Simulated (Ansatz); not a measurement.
# C6H12 (cyclohexane) at HF/3-21G

What is the electronic atomisation energy of C6H12 (cyclohexane) at HF/3-21G? 

The results are computed with Ansatz 0.2.0.

11 further runs of the same task are left out: 11 set aside as unsound or not needed.

### 1 The structure to begin with

C6H12: 18 atoms, total charge 0, spin state singlet. As SMILES, `C1CCCCC1`. Geometry: relaxed at PBE0-D4/def2-TZVP. This is one conformer, not always the lowest.

Some bond lengths: C1–C2 1.523 Å, C2–C3 1.523 Å, C3–C4 1.523 Å, C4–C5 1.523 Å, C1–C6 1.523 Å, C5–C6 1.523 Å, C1–H7 1.098 Å, C1–H8 1.094 Å, C2–H9 1.094 Å, C2–H10 1.098 Å, C3–H11 1.098 Å, C3–H12 1.094 Å, C4–H13 1.094 Å, C4–H14 1.098 Å, C5–H15 1.094 Å, C5–H16 1.098 Å. Some angles: C1–C2–C3 111.4°, C2–C1–C6 111.3°, C2–C3–C4 111.4°, C3–C4–C5 111.3°, C4–C5–C6 111.4°, C1–C6–C5 111.4°, C1–C2–H9 110.3°, C1–C2–H10 109.1°, C3–C2–H9 110.3°, C3–C2–H10 109.1°.

### 2 A single-point energy at HF/3-21G

input.yaml

```yaml
crystal:
  periodic: [false, false, false]
  atoms:
    - {symbol: C, position_ang: [-0.674400, 1.121620, -0.670170]}
    - {symbol: C, position_ang: [0.748090, 1.257610, -0.143380]}
    - {symbol: C, position_ang: [1.462600, -0.087190, -0.122410]}
    - {symbol: C, position_ang: [0.674400, -1.121620, 0.670170]}
    - {symbol: C, position_ang: [-0.748090, -1.257610, 0.143380]}
    - {symbol: C, position_ang: [-1.462600, 0.087190, 0.122410]}
    - {symbol: H, position_ang: [-0.639430, 0.816280, -1.723860]}
    - {symbol: H, position_ang: [-1.183830, 2.089710, -0.644310]}
    - {symbol: H, position_ang: [1.309880, 1.977570, -0.746220]}
    - {symbol: H, position_ang: [0.716030, 1.662980, 0.876120]}
    - {symbol: H, position_ang: [1.587310, -0.443510, -1.153050]}
    - {symbol: H, position_ang: [2.469350, 0.023290, 0.291850]}
    - {symbol: H, position_ang: [1.183830, -2.089710, 0.644310]}
    - {symbol: H, position_ang: [0.639430, -0.816280, 1.723860]}
    - {symbol: H, position_ang: [-1.309880, -1.977570, 0.746220]}
    - {symbol: H, position_ang: [-0.716030, -1.662980, -0.876120]}
    - {symbol: H, position_ang: [-1.587310, 0.443510, 1.153050]}
    - {symbol: H, position_ang: [-2.469350, -0.023290, -0.291850]}
basis:
  gaussian: {orbitals: 3-21G.json}
total_charge: 0
hamiltonian: {xc: hf}
accuracy: high
output: {orbitals: {seedname: orbitals}}
```

The basis set 3-21G is read from a file made from the Basis Set Exchange's data (not shown).

Started as:

```bash
$ ansatz run input.yaml --threads 4 --pin off --max-ram 12180MiB --events-out events.jsonl --progress --plain --runs-dir runs
```

The log of the run:

```text
Warning: RAYON_NUM_THREADS=4 ignored (pool sized by the plan → 4); use --threads N
Functional definition: HF
  name "HF"
  exchange = exact_x
  correlation = 0
2072 factors; integrals over basis functions are off by at most 3.4e-9 eV
mean field evaluation 1: about -6335.1073 eV, gradient 2.8e1 eV
mean field evaluation 2: about -6335.7908 eV, gradient 2.8e1 eV
mean field evaluation 4: about -6337.9199 eV, gradient 3.1e0 eV
mean field evaluation 8: about -6337.9414 eV, gradient 7.7e-5 eV
mean field evaluation 16: about -6337.9414 eV, gradient 2.4e-8 eV
mean field -6337.94141604 eV, -232.9150510286 hartree, gradient 2.4e-8 eV, S^2 0.000000; 0 other end points of the search recorded, 0 dependent functions left out
reference -6337.94141604 eV, -232.9150510286 hartree; 24, 24 occupied and 54, 54 virtual orbitals, 2072 factors
Total energy: -6337.94141604 eV, -232.9150510286 hartree
```

Wall time 0.56 s (4 threads of Arm Neoverse V2, shared host); peak memory 0.23 GiB.

### 3 The C atom, same level

molecule.yaml

```yaml
crystal:
  periodic: [false, false, false]
  atoms:
    - symbol: C
      position_ang: [0.000000, 0.000000, 0.000000]
basis:
  gaussian:
    orbitals: 3-21G.json
magnetization:
  spin_polarized: true
  initial_magnetization: 2
hamiltonian:
  xc: hf
accuracy: high
```

The basis set 3-21G is read from a file made from the Basis Set Exchange's data (not shown).

Run the same way, it converges to -37.48107 Eh (log not shown).

### 4 The H atom at the same level

molecule.yaml

```yaml
crystal:
  periodic: [false, false, false]
  atoms:
    - {symbol: H, position_ang: [0.000000, 0.000000, 0.000000]}
basis:
  gaussian:
    orbitals: 3-21G.json
magnetization:
  spin_polarized: true
  initial_magnetization: 1
hamiltonian:
  xc: hf
accuracy: high
```

The basis set 3-21G is read from a file made from the Basis Set Exchange's data (not shown).

Run the same way, it converges to -0.49620 Eh (log not shown).

### 5 Results

Level: HF/3-21G.

| quantity | value |
| --- | --- |
| molecule: total energy | -232.91505 Eh |
| molecule: HOMO energy | -11.44 eV |
| molecule: LUMO energy | 6.89 eV |
| molecule: HOMO–LUMO gap | 18.34 eV |
| C atom: total energy | -37.48107 Eh |
| C atom: ⟨S²⟩ | 2.001 |
| H atom: total energy | -0.49620 Eh |
| H atom: ⟨S²⟩ | 0.750 |
| electronic atomisation energy | 56.443 eV |

**Reading.** Taking the molecule apart into free atoms costs 56.44 eV (1302 kcal/mol), before zero-point energy and without spin-orbit coupling. Hartree–Fock lacks the correlation of the bonding pairs, which as a rule makes this value much too low; in minimal bases other errors can mask that. The basis has no polarisation functions, which makes bonds too weak.
